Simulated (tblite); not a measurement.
# C8H10AlN: the cost of one run

Programs: tblite 0.8.0 and PySCF 2.14.0, with density-fitted response routines of our own. Each step states its level of theory. These are calculated values for one molecule, in the gas phase or a continuum, unless marked as measured. Atoms count from 0, in the outputs and in this text.

### 1 The molecule as given

20 atoms, charge 0, multiplicity 1; geometry from: force field or distance geometry start.

Bonds of the start (Å): C0–C1 1.47, C1–N2 1.16, N2–Al3 1.87, Al3–C4 1.96, C4–C5 1.38, C5–C6 1.39, C6–C7 1.39, C7–C8 1.39, C8–C9 1.38, C9–C4 1.39, C0–H10 1.12, C0–H11 1.09, C0–H12 1.10, Al3–H13 1.62, Al3–H14 1.58, C5–H15 1.08, C6–H16 1.09, C7–H17 1.08, C8–H18 1.08, C9–H19 1.10.

### 2 Optimising the geometry with GFN2-xTB

The job: settings as JSON, then the geometry in Å.

```
{"job": {"kind": "relax", "xc": "GFN2-xTB", "basis": "xTB"}, "charge": 0, "multiplicity": 1}
C      4.262500     0.730300    -1.263600
C      3.114100    -0.020000    -0.724000
N      2.229800    -0.615900    -0.260300
Al     0.760600    -1.522400     0.459800
C     -0.919900    -0.534400     0.301900
C     -0.949300     0.837000     0.163000
C     -2.127400     1.562800     0.037600
C     -3.349100     0.899600     0.048400
C     -3.325200    -0.479600     0.174200
C     -2.149500    -1.192300     0.301100
H      4.279400     1.764100    -0.845900
H      4.209900     0.826300    -2.344500
H      5.176900     0.239700    -0.889100
H      1.015100    -1.769600     2.040800
H      0.604300    -2.923000    -0.261600
H     -0.004700     1.352300     0.175500
H     -2.095300     2.649400    -0.055100
H     -4.256000     1.473100    -0.053600
H     -4.283700    -0.984400     0.180700
H     -2.197800    -2.282400     0.402000
```

On the command line:

```
OMP_NUM_THREADS=1 python probes_run.py task.json out
```

One launch serves the whole session: the jobs run in the order shown.

Q: Estimate the wall time and peak memory of this first job on 1 thread of Arm Neoverse V1, shared host.

About 1.5 s, with a peak of 0.18 GiB.
